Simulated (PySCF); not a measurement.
# C4H2BrF3O: the cost of one run

Computed with PySCF 2.14.0 and routines of our own; the level stands in each step. Atoms count from 0.

## 1. The starting structure

11 atoms, charge 0, multiplicity 1; geometry from: GFN2-xTB.

## 2. Magnetic properties: GIAO HF/pcSseg-1

The job: settings as JSON, then the geometry in Å.

```
{"job": {"kind": "mag", "xc": "HF", "basis": "pcSseg-1", "isotopologues": 0}, "charge": 0, "multiplicity": 1}
C      0.621122     1.313205    -0.311542
C      0.156323     0.097095    -0.046400
C      0.933863    -1.154525    -0.007813
O      0.533589    -2.241115     0.224977
Br     2.833260    -0.920599    -0.394676
C     -1.313552    -0.133709     0.263484
F     -2.016178     1.004892     0.219399
F     -1.490668    -0.648110     1.484269
F     -1.882235    -0.968774    -0.611138
H     -0.032327     2.170439    -0.314221
H      1.662230     1.483872    -0.532303
```

Method: GIAO HF/pcSseg-1 magnetisability, rotational g tensor and spin-rotation constants, non-relativistic, gas phase.

Run with:

```
$ OMP_NUM_THREADS=1 python excited_run.py task.json out
```

This one command runs all jobs of the session in turn.

Q: Estimate the wall time and peak memory of this first job on 1 thread of Arm Neoverse V1, shared host.

About 42 s, with a peak of 0.86 GiB.
